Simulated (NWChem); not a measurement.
**CuNH2 (SMILES [NH2][Cu]): SVWN5/aug-cc-pVDZ (density fitting)**

What is the electronic atomisation energy of CuNH2 at SVWN5/aug-cc-pVDZ (density fitting)? 

The calculation is run with NWChem 7.3.0.

4 further runs of the same task are left out: 2 that didn't finish, 2 set aside as unsound or not needed.

**1. The molecule**

CuNH2: 4 atoms, total charge 0, spin state singlet. As SMILES, `[NH2][Cu]`. The shape is that of a PBE0-D4/def2-TZVP optimisation.

Bond lengths: N1–Cu2 1.830 Å, N1–H3 1.019 Å, N1–H4 1.019 Å. Angles: Cu2–N1–H3 107.0°, Cu2–N1–H4 107.0°, H3–N1–H4 104.5°.

**2. A single-point energy at SVWN5/aug-cc-pVDZ (density fitting) (run 1)**

Input file cuh2n.nw:

```
start cuh2n
title "CuH2N energy"
memory total 2200 mb

geometry units angstroms noautosym nocenter noautoz
N    -0.277300    0.250900    0.117500
Cu    1.383600   -0.301600    0.652600
H    -0.862400   -0.581500    0.055500
H    -0.188400    0.571900   -0.845900
end

basis spherical bse
* library aug-cc-pVDZ
end

basis "cd basis" spherical
* library "dgauss a2 dft coulomb fitting"
end

dft
xc slater vwn_5
grid fine
convergence energy 1e-08
maxiter 100
mulliken
noprint "final vectors analysis"
end

task dft energy
```

Run with:

```console
nwchem cuh2n.nw > cuh2n.out
```

Standard output:

```text
[...]
          Wavefunction type:  closed shell.
          No. of atoms     :     4
          No. of electrons :    38
[...]
          Charge           :     0
          Spin multiplicity:     1
[...]
          AO basis - number of functions:   100
[...]
              XC Information
              --------------
                        Slater Exchange Functional  1.000 local
                      VWN V Correlation Functional  1.000 local
[...]
 d= 0,ls=0.0,diis     1  -1693.1084221314 -1.77D+03  3.51D-01  3.27D+00    33.1
[...]
 d= 0,ls=0.0,diis    13  -1693.3295435232 -5.49D-09  5.84D-07  1.13D-08    36.2
         Total DFT energy =    -1693.329543523233
      One electron energy =    -2520.203724002590
           Coulomb energy =      819.018263334137
    Exchange-Corr. energy =      -71.541813929346
 Nuclear repulsion energy =       79.397731074565
[...]
      Total Density - Mulliken Population Analysis
     ---------------------------------------------
    Atom       Charge   Shell Charges
 -----------   ------   -------------------------------------------------------
    1 N    7     6.97   2.02  0.77  0.68 -0.08  2.35  1.13  0.09  0.02 -0.03
    2 Cu  29    28.96   2.00  2.00  1.99  0.09  0.74  0.19 -0.00  6.00  6.01  0.05  0.10  0.02 -0.00  9.01  0.03  0.73  0.01  0.00  0.01
    3 H    1     1.03   0.73  0.22  0.00  0.05  0.03
    4 H    1     1.03   0.73  0.22  0.00  0.05  0.03
[...]
```

Wall time 37 s (1 thread of Intel Xeon Platinum 8488C (Sapphire Rapids), shared host); peak memory 0.17 GiB.

**3. The Cu atom, same level (run 2)**

Input file cu.xyz:

```xyz
1
Cu SVWN5
Cu     0.000000     0.000000     0.000000
```

Input file cu.nw:

```
start cu
title "Cu SVWN5"
memory total 2200 mb
geometry units angstrom noautosym nocenter noautoz
load cu.xyz
end
basis spherical bse
* library aug-cc-pVDZ
end
basis "cd basis" spherical
* library "dgauss a2 dft coulomb fitting"
end
dft
xc slater vwn_5
mult 2
grid fine
convergence energy 1e-08
iterations 100
mulliken
noprint "final vectors analysis"
end
task dft
```

Run with:

```console
nwchem cu.nw > cu.out
```

Standard output:

```text
[...]
          Wavefunction type:  spin polarized.
          No. of atoms     :     1
          No. of electrons :    29
[...]
          Charge           :     0
          Spin multiplicity:     2
[...]
          AO basis - number of functions:    59
[...]
              XC Information
              --------------
                        Slater Exchange Functional  1.000 local
                      VWN V Correlation Functional  1.000 local
[...]
 d= 0,ls=0.0,diis     1  -1637.6086358735 -1.64D+03  1.17D-01  7.93D-01    25.3
[...]
 d= 0,ls=0.5,diis    36  -1637.7940067089 -8.34D-09  2.17D-06  3.51D-09    29.5
[...]
         Total DFT energy =    -1637.794006713626
      One electron energy =    -2287.088933721845
           Coulomb energy =      713.691043167198
    Exchange-Corr. energy =      -64.396116158979
 Nuclear repulsion energy =        0.000000000000
[...]
      Total Density - Mulliken Population Analysis
     ---------------------------------------------
    Atom       Charge   Shell Charges
 -----------   ------   -------------------------------------------------------
    1 Cu  29    29.00   2.00  2.00  1.99  0.04  0.75  0.21  0.00  6.00  6.00  0.00  0.00 -0.00  0.00  9.15  0.02  0.79  0.05  0.00  0.00
     --------------------------------------------
      Spin Density - Mulliken Population Analysis
     --------------------------------------------
    Atom       Charge   Shell Charges
 -----------   ------   -------------------------------------------------------
    1 Cu  29     1.00   0.00  0.00 -0.00  0.04  0.75  0.21  0.00 -0.00 -0.00  0.00  0.00 -0.00  0.00 -0.05 -0.00  0.05  0.00 -0.00  0.00
[...]
      <S2> =      0.7518 (Exact =     0.7500)
[...]
```

Wall time 30 s (1 thread of Intel Xeon Platinum 8488C (Sapphire Rapids), shared host); peak memory 0.15 GiB.

**4. The H atom, same level (run 3)**

Input file h.nw:

```
start h
title "H energy"
memory 2200 mb
charge 0
geometry units angstroms noautosym nocenter noautoz
 H      0.000000     0.000000     0.000000
end
basis spherical bse
 * library aug-cc-pVDZ
end
basis "cd basis" spherical
 * library "dgauss a2 dft coulomb fitting"
end
dft
 xc slater vwn_5
 mult 2
 grid fine
 convergence energy 1e-08
 iterations 100
 mulliken
 noprint "final vectors analysis"
end
task dft
```

Run the same way, it converges to -0.47811 Eh (log not shown).

**5. The N atom, same level (run 4)**

Input file mol.nw:

```
start mol
memory stack 880 mb heap 220 mb global 1100 mb

geometry units angstroms noautosym nocenter noautoz
  N     0.000000    0.000000    0.000000
end

basis spherical bse
  * library aug-cc-pVDZ
end

basis "cd basis" spherical
  * library "dgauss a2 dft coulomb fitting"
end

dft
  xc slater vwn_5
  mult 4
  grid fine
  convergence energy 1e-08
  maxiter 100
  mulliken
  print low
end

task dft energy
```

Run the same way, it converges to -54.12087 Eh (log not shown).

**6. The series**

```tsv
run	level	partner	energy (Eh)	wall time
1	SVWN5/aug-cc-pVDZ (density fitting)	base	-1693.329544	37 s
2	USVWN5/aug-cc-pVDZ (density fitting)	atoms	-1637.794007	30 s
3	USVWN5/aug-cc-pVDZ (density fitting)	atoms	-0.478107	0.78 s
4	USVWN5/aug-cc-pVDZ (density fitting)	atoms	-54.120870	0.74 s
```

**7. Summary of results**

At SVWN5/aug-cc-pVDZ (density fitting):

| quantity | value |
| --- | --- |
| N atom: total energy | -54.12087 Eh |
| N atom: ⟨S²⟩ | 3.753 |
| electronic atomisation energy | 12.475 eV |

In words: Taking the molecule apart into free atoms costs 12.48 eV (1204 kJ/mol), before zero-point energy and without spin-orbit coupling. All runs together took 69 s, the longest 37 s.
